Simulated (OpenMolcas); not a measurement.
**Co²⁺ among point charges: CASSCF and CASPT2 levels, g values and susceptibility**

How does a field of 6 point charges split the states of Co²⁺, and what g values and χT follow?

Program: OpenMolcas 26.06. Level of theory: state-averaged CASSCF and CASPT2, spin-orbit coupling by RASSI with atomic mean-field integrals. These are calculated values, not measurements, unless marked.

## Step 1: The atom as given

```
Species                           : Co²⁺ (cobalt, Z = 27, 25 electrons)
Basis                             : ANO-RCC-VDZP [5s4p2d1f], 34 functions
Scalar Hamiltonian                : DKH2, point nucleus
Inactive shells                   : 1s 2s 2p 3s 3p
Active space                      : 7 electrons in 5 orbitals (3d)
Some configurations of this space : 3d⁷
Orbitals                          : optimised for each spin and parity, averaged over all roots
```

The outer shells:

3d7
```
3d [↑↓][↑↓][↑ ][↑ ][↑ ]
```

The ion sits among 6 point charges of -1 e arranged as an octahedron (Oh), 1.5 Å from the ion.

The work runs as a chain of OpenMolcas steps in one folder; each step below is one input file. The outputs are cut to the sections that carry results. Labels, J, g values, rates, χT and fits are worked out afterwards by a script from the matrices that RASSI stores. The input lists half of the charges; inversion (Group=XYZ) makes the rest.

## Step 2: Basis and integrals

Contents of a.inp:

```
&GATEWAY
Coord
1

Co 0.0 0.0 0.0
Basis=ANO-RCC-VDZP
Group=XYZ
NoMove
AngMom=0.0 0.0 0.0
AMFI
XField
3 Angstrom 0
1.500000 0.000000 0.000000 -1.000000
0.000000 1.500000 0.000000 -1.000000
0.000000 0.000000 1.500000 -1.000000
&SEWARD
```

Run with:

```
OMP_NUM_THREADS=1 MOLCAS_MEM=1689 MOLCAS_PROJECT=a pymolcas a.inp > a.log
```

## Step 3: Reference wave functions, quartets of even parity, 10 roots

Contents of a.inp:

```
&RASSCF
FileOrb=start.orb
Symmetry=1
Spin=4
nActEl=7 0 0
Inactive=3 6
Ras2=5 0
CIRoot=10 10 1
SDav=10
CIMx=300
Iter=120 100
PrWF=0.3
OrbListing=Nothing
MaxOrb=0
>>> COPY $Project.JobIph JOB001
```

start.orb holds the contracted functions of the basis, ordered by shell, or the orbitals of the step before.

## Step 4: Reference wave functions, doublets of even parity, 40 roots

Contents of a.inp:

```
&RASSCF
FileOrb=start.orb
Symmetry=1
Spin=2
nActEl=7 0 0
Inactive=3 6
Ras2=5 0
CIRoot=40 40 1
SDav=40
CIMx=300
Iter=120 100
PrWF=0.3
OrbListing=Nothing
MaxOrb=0
>>> COPY $Project.JobIph JOB002
```

## Step 5: RASSI: spin-orbit coupling between the states

Contents of a.inp:

```
&RASSI
NrOfJobIphs=2 10 40
1 2 3 4 5 6 7 8 9 10
1 2 3 4 5 6 7 8 9 10 11 12 13 14 15 16 17 18 19 20 21 22 23 24 25 26 27
28 29 30 31 32 33 34 35 36 37 38 39 40
IphNames
JOB001
JOB002
EJob
SpinOrbit
DIPRint=1.0
SOCoupling=1000.0
Subsets=2
Property=9
'ANGMOM' 1 'ANGMOM' 2 'ANGMOM' 3 'MLTPL  1' 1 'MLTPL  1' 2 'MLTPL  1' 3
'AMFI' 1 'AMFI' 2 'AMFI' 3
SOProperty=3
'ANGMOM' 1 'ANGMOM' 2 'ANGMOM' 3
```

## Step 6: CASPT2: IPEA 0.25, imaginary shift 0.1 (closed shells correlated: 3s 3p)

Contents of a.inp:

```
>>> COPY JOB001 $Project.JobIph
&CASPT2
Multistate=10 1 2 3 4 5 6 7 8 9 10
NoMult
Frozen=2 3
IPEA=0.25
Imaginary=0.1
MaxIter=60
WThr=0.0 0.3 0.05
PrWF=0.5
NoMix
>>> COPY JOB002 $Project.JobIph
&CASPT2
Multistate=40 1 2 3 4 5 6 7 8 9 10 11 12 13 14 15 16 17 18 19 20 21 22
23 24 25 26 27 28 29 30 31 32 33 34 35 36 37 38 39 40
NoMult
Frozen=2 3
IPEA=0.25
Imaginary=0.1
MaxIter=60
WThr=0.0 0.3 0.05
PrWF=0.5
NoMix
```

(Steps that only read results are left out.)

Q: Predict the outcome of this session. Wanted: spin-free ground state; first state of the same spin; lowest level; next level.

The runs gave:

```
                    quantity                                                                        value
                      method  SS-CASPT2, IPEA 0.25, imaginary shift 0.1 (closed shells correlated: 3s 3p)
      spin-free ground state                                              4T1, 3-fold in its orbital part
first state of the same spin                                                             4T2 at 8600 cm⁻¹
                lowest level                                              2-fold Γ6, g = 4.45, 4.45, 4.45
                  next level                                                                   363.0 cm⁻¹
                 χT at 300 K                                                               3.57 cm³ K/mol
   effective moment at 300 K                                                                      5.34 μB
```

Cost by method:

| method | time of its own steps | time with the reference |
| --- | --- | --- |
| A. CASSCF | 10 s | 10 s |
| B. SS-CASPT2, IPEA 0.25, imaginary shift 0.1, +3s 3p | 3.6 s | 14 s |

Times are of one thread on a shared host.

What this shows: The spin-free ground state (4T1) comes to 98 % from free-ion F terms and keeps the highest spin of the shell. χT at 300 K is 3.57, against 1.88 cm³ K/mol for the spin alone, so orbital moment adds to it. An active space of the d shell alone favours high spin; real ions in strong fields can be low spin. A ligand-field fit to the states below 45000 cm-1 gives 10Dq = 8781 cm-1, B = 1028 cm-1 and C = 4172 cm-1 (C/B = 4.06), with a deviation of 769 cm-1. CASPT2 does not keep the components of a term degenerate, and the means are used. Point charges give too small a field for d ions at true ligand charges. With metal d orbitals alone active, the balance of spin states is unreliable (CASSCF favours high spin far more than CASPT2), so the ground spin may be wrong. Point charges carry no covalency, so the field is a model and not that of real ligands.
